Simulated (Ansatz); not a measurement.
# SiGeH₄ (singlet): the correlation ladder at distance Ge2–H6 = 2.095 Å, cc-pVDZ

One table from this session's results is given with a row withheld; the runs are named, their logs left out.

Computed with Ansatz 0.2.0, Gaussian basis. Level: cc-pVDZ, core rule «outside noble gas», up to 19 orbitals frozen.

Plan: UHF; CCSD(T) on RHF; CCSD(T) on UHF; BCCD(T) on RHF; CISD; CCSDT(Q) on RHF; CCSDT(Q) on UHF; CASSCF and MRCISD+Q, 2 electrons in 2 orbitals; CASSCF and NEVPT2, 2 electrons in 2 orbitals; CASSCF and MRCISD+Q, 8 electrons in 8 orbitals; CASSCF and NEVPT2, 8 electrons in 8 orbitals.

15 further runs of the same task are left out: 10 that didn't finish, 5 set aside as unsound or not needed.

## What is computed

The geometry derives from a PBE0/def2-TZVP stationary point (not a proven minimum). One bond is set to the value named and the two fragments are kept rigid. No spin-orbit coupling is included. The filled d shell of Ge may be among the frozen orbitals whatever the setting's name suggests; the logs give the count.

6 atoms, charge 0, spin multiplicity 1.

Atoms are counted from 1 here; the program's logs count them from 0.

Bond lengths: Si1–Ge2 2.430 Å, Si1–H3 1.526 Å, Ge2–H4 1.541 Å, Ge2–H5 1.545 Å. Angles: Ge2–Si1–H3 88.8°, Si1–Ge2–H4 114.3°, Si1–Ge2–H5 109.5°, H4–Ge2–H5 107.4°.

Set-up of the first run:

Contents of in.yaml:

```yaml
crystal:
  periodic: [false, false, false]
  atoms:
    - {symbol: Si, position_ang: [0.003505, -0.095851, 1.770842]}
    - {symbol: Ge, position_ang: [0.004024, 0.010446, -0.656397]}
    - {symbol: H, position_ang: [0.006192, 1.429867, 1.805860]}
    - {symbol: H, position_ang: [-0.027327, -1.363827, -1.352211]}
    - {symbol: H, position_ang: [1.274012, 0.745059, -1.140916]}
    - {symbol: H, position_ang: [-1.640519, 1.106912, -1.350851]}
basis:
  gaussian: {orbitals: cc-pVDZ}
magnetization: {spin_polarized: true, initial_magnetization: 0}
hamiltonian: {xc: hf}
output: {orbitals: {seedname: orbitals}}
```

The run is started by

```sh
> ansatz run in.yaml --threads 1 --pin off --events-out ev --progress --plain --max-ram 2393MiB
```

Steps of the session up to this table: UHF; CCSD(T) on RHF; CCSD(T) on UHF; BCCD(T) on RHF; CISD; CCSDT(Q) on RHF; CCSDT(Q) on UHF; CASSCF and MRCISD+Q, 2 electrons in 2 orbitals; CASSCF and NEVPT2, 2 electrons in 2 orbitals; CASSCF and MRCISD+Q, 8 electrons in 8 orbitals; CASSCF and NEVPT2, 8 electrons in 8 orbitals.

One table of the session follows, with a row left open; its other results are not shown here.

```
       method  from RCCSDT(Q) (meV)
          RHF               +6667.0
          UHF               +6539.0
         RMP2               +1628.8
         UMP2               +1815.3
         CISD                +929.4
        RCCSD                +240.2
        UCCSD                +262.8
     RCCSD(T)                 +51.2
     UCCSD(T)                 +67.3
      BCCD(T)                 +50.1
       RCCSDT                 +10.3
       UCCSDT                 +13.5
    RCCSDT(Q)                     0
    UCCSDT(Q)                     ?
  CASSCF pair               +5951.6
  NEVPT2 pair               +1447.5
  MRCISD pair                +719.6
MRCISD+Q pair                 +58.1
```

**Question.** Estimate the row for UCCSDT(Q).

As computed: from RCCSDT(Q) (meV): +1.2. In the column «from RCCSDT(Q) (meV)» it lies between RCCSDT(Q) (0) and RCCSDT (+10.3).

Not comparable, so not listed: CASSCF and MRCISD+Q, 8 electrons in 8 orbitals (they don't share determinant, frozen orbitals or solution with the rows shown, or repeat one).

Caveats from the session: The determinant is far from a pure spin state, so its energy mixes those of several spin states (harmless only where they are near-degenerate, as at dissociation). Left out of the table: CASSCF frontier, NEVPT2 frontier (the active space lost an orbital or holds another state than full CI finds). Restricted and unrestricted rows rest on different reference determinants; where their highest levels disagree by more than a few hundredths of an eV, they describe different states and don't form one ladder. Warnings in the runs' records: passed over end.
